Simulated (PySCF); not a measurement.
# CH3F3OZr (Zr(OMe)F3): the cost of one run

Programs: PySCF 2.14.0, with routines of our own; each step states its level. All values are computed. Atoms count from 0.

### 1 The system as given

9 atoms, charge 0, multiplicity 1; geometry from: GFN2-xTB.

### 2 Optimising the geometry at PBE0-D3(BJ)/def2-SVP

The job: settings as JSON, then the geometry in Å.

```
{"job": {"xc": "PBE0", "basis": "def2-SVP", "d3": "d3bj", "grid": 1, "maxiter": 30, "shake": 0.03, "kind": "geom"}, "charge": 0, "multiplicity": 1}
Zr    -0.314590     0.515250    -1.112120
O     -0.410310     0.622370     0.726320
C      0.250650    -0.492890     1.216330
H     -0.054590    -1.417600     0.866280
H      0.246650    -0.486680     2.306470
H      1.364390    -0.418570     0.931020
F      1.444470     0.500990    -1.613260
F     -1.204680     2.104690    -1.801110
F     -1.189250    -0.996990    -1.545590
```

Run with:

```console
$ OMP_NUM_THREADS=1 python heavy_run.py task.json out
```

One launch serves the whole session: the jobs run in the order shown.

**Question.** How long does this first job take on 1 thread of Arm Neoverse N1, shared host, and how much memory does it need?

About 3.4 min, with a peak of 0.47 GiB.
